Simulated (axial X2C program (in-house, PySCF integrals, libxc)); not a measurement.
# A two-component session on CoAl: properties at the nuclei

Aim: properties at the nuclei of CoAl, with spin–orbit coupling in the Hamiltonian from the start.

Program: an in-house X2C program for linear molecules on PySCF integrals. Level of theory: two-component X2C with atomic mean-field terms, Co dyall-cv3z, Al dyall-v3z. These are calculated values, not measurements.

## (1) Set-up

Contents of task.json:

```json
{"zs": [27, 13], "q": 0, "bas": ["dyall-cv3z", "dyall-v3z"], "r0": 2.37, "levels": ["PBE0", "HF", "PBE50", "LDA", "BHandHLYP"], "nst": 3}
```

Keys: zs atomic numbers; q charge; bas basis sets; r0 starting distance in Å; levels methods (HF also brings MP2); nst determinants followed.

On the command line:

```console
$ python soeom.py task.json out
```

Further steps of the session: Expectation values, lowest determinant; Expectation values, a higher determinant; Expectation values, a higher determinant.

**Question.** What will these runs give? Wanted: lowest determinant; Eeff magnitude; Ws magnitude Co; A∥/gI Co; qzz Co; higher determinant (for each run or level that gives them).

The runs gave:

```
                                        quantity                                            value
                              lowest determinant   Ω = 3 (excess of +ω over −ω: ω = 1/2, ω = 5/2)
                    Eeff magnitude (GV/cm), PBE0                                             0.25
                     Ws magnitude Co (kHz), PBE0                                           0.0409
                            A∥/gI Co (MHz), PBE0                                              497
                             qzz Co (a.u.), PBE0                                             0.18
                              higher determinant  Ω = 1 (excess of +ω over −ω: ω = -1/2, ω = 3/2)
Eeff magnitude (GV/cm), PBE0, higher determinant                                            0.247
 Ws magnitude Co (kHz), PBE0, higher determinant                                            0.121
        A∥/gI Co (MHz), PBE0, higher determinant                                              521
         qzz Co (a.u.), PBE0, higher determinant                                             0.15
                              higher determinant   Ω = 4 (excess of +ω over −ω: ω = 3/2, ω = 5/2)
Eeff magnitude (GV/cm), PBE0, higher determinant                                            0.116
 Ws magnitude Co (kHz), PBE0, higher determinant                                           0.0167
        A∥/gI Co (MHz), PBE0, higher determinant                                              408
         qzz Co (a.u.), PBE0, higher determinant                                            -0.82
```

**Reading.** In the first state, the effective field runs from 0.122 to 1.67 GV/cm over the mean-field levels, so the levels don't agree on it. The expectation values come from single determinants, which for open shells can mix terms of unlike spin or miss the lowest Ω, so a determinant need not be a state. Eeff is the effective electric field on the electron dipole moment in this Ω state and Ws the scalar–pseudoscalar constant (defined with the proton number Z and per Ω); A∥ is the parallel hyperfine constant, which follows by multiplying with the nuclear g factor gI = μI/(I μN); qzz is the electric field gradient, eQq0 = 234.96 MHz × Q/barn × qzz; μ is positive if Al is the positive end. The operators were transformed with the bare-nucleus X2C matrices.
